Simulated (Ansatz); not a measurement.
**HfMoC2 in Ansatz: the effect of functional**

HfMoC2:

```
CELL_PARAMETERS angstrom
3.19142 0.00000 0.00000
0.00000 3.19142 0.00000
0.00000 0.00000 4.48516
ATOMIC_POSITIONS crystal
Hf 0.00000 0.00000 0.00000
Mo 0.50000 0.50000 0.50000
C 0.50000 0.50000 0.00000
C 0.00000 0.00000 0.50000
```

The cell comes from a database or a generator and needn't be the stable form of this composition.

Alike in all runs:

| Item | Value |
| --- | --- |
| Program | Ansatz 0.2.0 |
| Potentials or basis | Ansatz PAW |
| k mesh | 5 × 5 × 4 |
| Occupations | fermi-dirac, width 0.05 eV |
| Spin | no spin polarisation |

Question: One run gave: pressure -14.0 GPa. Which functional did it use?
A. r2SCAN
B. LDA
C. r2SCAN0
D. PBE0
E. PBEsol

Answer: B.

```csv
functional,cutoff,pressure (GPa)
LDA,420 eV (not typed: the program's choice for these potentials),-14.0
PBE,420 eV (not typed: the program's choice for these potentials),-0.9
PBEsol,420 eV (not typed: the program's choice for these potentials),-8.6
RPBE,420 eV (not typed: the program's choice for these potentials),3.2
revPBE,420 eV (not typed: the program's choice for these potentials),2.1
BLYP,420 eV (not typed: the program's choice for these potentials),9.1
r2SCAN,500 eV (not typed: the program's choice for these potentials),-2.8
HSE06,420 eV (not typed: the program's choice for these potentials),-6.8
PBE0,420 eV (not typed: the program's choice for these potentials),-7.0
r2SCAN0,500 eV (not typed: the program's choice for these potentials),-7.7
```

Caveats: all runs use coarse meshes; the PAW data sets come from PBE, with cores solved anew for the run's functional, which leaves a small shift of forces and pressure (some runs); the thresholds are loose for stress (some runs).
